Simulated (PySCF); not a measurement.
# C4H6OSSi: the cost of one run

Programs: PySCF 2.14.0, with density-fitted response routines of our own. Each step states its level of theory. These are calculated values for one molecule in the gas phase, unless marked as measured. Atoms count from 0, in the outputs and in this text.

## (1) The molecule as given

13 atoms, charge 0, multiplicity 1; geometry from: GFN2-xTB.

Bonds of the start (Å): C0–Si1 1.89, Si1–C2 1.89, C2–C3 1.34, C3–C4 1.45, C4–S5 1.63, C4–O6 1.33, O6–Si1 1.67, C0–H7 1.08, C0–H8 1.09, C0–H9 1.09, Si1–H10 1.46, C2–H11 1.08, C3–H12 1.08.

## (2) Excited states and response: PBE0/def2-SVPD

Job settings and geometry (Å):

```
{"job": {"kind": "uv", "xc": "PBE0", "basis": "def2-SVPD", "nstates": 8, "ntriplets": 3}, "charge": 0, "multiplicity": 1}
C      2.150179    -0.122087     0.276009
Si     0.551331     0.526060    -0.496645
C     -0.753400    -0.756670    -0.957574
C     -1.806964    -0.554388    -0.156310
C     -1.632093     0.535100     0.785781
S     -2.751245     1.011146     1.867897
O     -0.448860     1.138651     0.696578
H      2.834181    -0.456304    -0.496070
H      2.643476     0.663976     0.839646
H      1.970619    -0.954269     0.952052
H      0.703520     1.598333    -1.473557
H     -0.731418    -1.525359    -1.709581
H     -2.733715    -1.103703    -0.145955
```

With the program's defaults for keys left out, this is: TDDFT PBE0/def2-SVPD, vertical, gas phase, core orbitals frozen in the response.

Started as:

```bash
$ OMP_NUM_THREADS=1 python probes_run.py task.json out
```

One launch serves the whole session: the jobs run in the order shown.

**Question.** How long does this job take on 1 thread of Arm Neoverse V2, shared host, and how much memory does it need?

About 34 s, with a peak of 0.75 GiB.
